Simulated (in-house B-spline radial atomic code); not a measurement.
# Cs²⁺: excited configurations

How much energy does it take to promote electrons of Cs²⁺ to other shells? Each configuration is solved by itself and compared with the reference.

Program: in-house B-spline radial atomic code version 1. Level of theory: scalar-relativistic (spin-free one-electron X2C) B3LYP, spin-polarised, spherical density, exact exchange averaged over the configuration, Fermi nucleus, basis-set limit. These are calculated values, not measurements, unless marked.

### 1 The system

| Property | Result |
| --- | --- |
| element | caesium (Z = 55) |
| charge | +2 |
| electrons | 53 |
| configuration | [Kr] 4d10 5s2 5p5 |
| Hamiltonian | scalar-relativistic (X2C) |
| nucleus | Fermi, rms radius 4.804 fm |

Outer shells as boxes (Hund's rule):

[Kr] 4d10 5s2 5p5
```
[Kr] core
4d [↑↓][↑↓][↑↓][↑↓][↑↓]
5s [↑↓]
5p [↑↓][↑↓][↑ ]
```

Where spins are not typed, each open shell is filled with up spins first.

The run's settings:

```ini
Z = 55
electrons = 53.0
configuration = [Kr] 4d10 5s2 5p5
hamiltonian = x2c
method = b3lyp
spin_polarised = True
nucleus = fermi
rms_radius = 4.8041
mass_number = 133
atomic_mass = 132.905451958
speed_of_light = 137.035999084
exact_exchange = averaged over the configuration
```

This reference run was done before. Its total energy is -7785.265508 hartree, and its levels are (the highest eight at most):

| orbital | occupation | energy (eV) | <r> (bohr) |
| --- | --- | --- | --- |
| 4p up | 3 | -183.32 | 0.7390 |
| 4p down | 3 | -183.17 | 0.7391 |
| 4d up | 5 | -94.188 | 0.8364 |
| 4d down | 5 | -94.034 | 0.8351 |
| 5s up | 1 | -44.978 | 1.709 |
| 5s down | 1 | -43.858 | 1.709 |
| 5p up | 3 | -30.329 | 1.986 |
| 5p down | 2 | -29.529 | 1.995 |

### 2 [Ar] 3d9 4s2 4p6 4d10 5s2 5p5 5d1

The run's settings:

```ini
Z = 55
electrons = 53.0
configuration = [Ar] 3d9 4s2 4p6 4d10 5s2 5p5 5d1
hamiltonian = x2c
method = b3lyp
spin_polarised = True
nucleus = fermi
rms_radius = 4.8041
mass_number = 133
atomic_mass = 132.905451958
speed_of_light = 137.035999084
exact_exchange = averaged over the configuration
```

Command:

```
> python run_scf.py task.json out
```

task.json lists these runs, among others, and the program works through them in turn.

### 3 Configuration [Ar] 3d9 4s2 4p6 4d10 5s2 5p5 6d1

Settings: those of step 2 with these lines changed.

```diff
@@ -2,3 +2,3 @@
 electrons = 53.0
-configuration = [Ar] 3d9 4s2 4p6 4d10 5s2 5p5 5d1
+configuration = [Ar] 3d9 4s2 4p6 4d10 5s2 5p5 6d1
 hamiltonian = x2c
```

### 4 Configuration [Kr] 4d10 5s2 5p4 6s1

Settings: those of step 3 with these lines changed.

```diff
@@ -2,3 +2,3 @@
 electrons = 53.0
-configuration = [Ar] 3d9 4s2 4p6 4d10 5s2 5p5 6d1
+configuration = [Kr] 4d10 5s2 5p4 6s1
 hamiltonian = x2c
```

### 5 [Kr] 4d10 5s2 5p4 5d1

Settings: those of step 4 with these lines changed.

```diff
@@ -2,3 +2,3 @@
 electrons = 53.0
-configuration = [Kr] 4d10 5s2 5p4 6s1
+configuration = [Kr] 4d10 5s2 5p4 5d1
 hamiltonian = x2c
```

### 6 [Kr] 4d9 5s2 5p5 5d1

Settings: those of step 5 with these lines changed.

```diff
@@ -2,3 +2,3 @@
 electrons = 53.0
-configuration = [Kr] 4d10 5s2 5p4 5d1
+configuration = [Kr] 4d9 5s2 5p5 5d1
 hamiltonian = x2c
```

How far above the reference does each configuration lie (order and size, in eV)?

As calculated:

| net move | configuration | 2|M_S|+1 | energy above the reference (eV) | largest <r> (bohr) |
| --- | --- | --- | --- | --- |
| 5p → 5d | [Kr] 4d10 5s2 5p4 5d1 | 4 | 15.607 | 2.81 |
| 5p → 6s | [Kr] 4d10 5s2 5p4 6s1 | 4 | 16.817 | 3.89 |
| 4d → 5d | [Kr] 4d9 5s2 5p5 5d1 | 4 | 82.511 | 2.72 |
| 3d → 5d | [Ar] 3d9 4s2 4p6 4d10 5s2 5p5 5d1 | 4 | 733.29 | 2.69 |
| 3d → 6d | [Ar] 3d9 4s2 4p6 4d10 5s2 5p5 6d1 | 4 | 742.87 | 6.11 |

**Reading.** At the bottom stands 5p → 5d (15.607 eV), at the top 3d → 6d (742.87 eV). 3 of them lie more than 60 % above minus the reference's highest level (29.529 eV), in the range where a state can decay by emitting an electron. The reference has 2|M_S|+1 = 2; 5 of the configurations differ from it in spin. These are spherical averages at the typed spins, not spectroscopic levels.
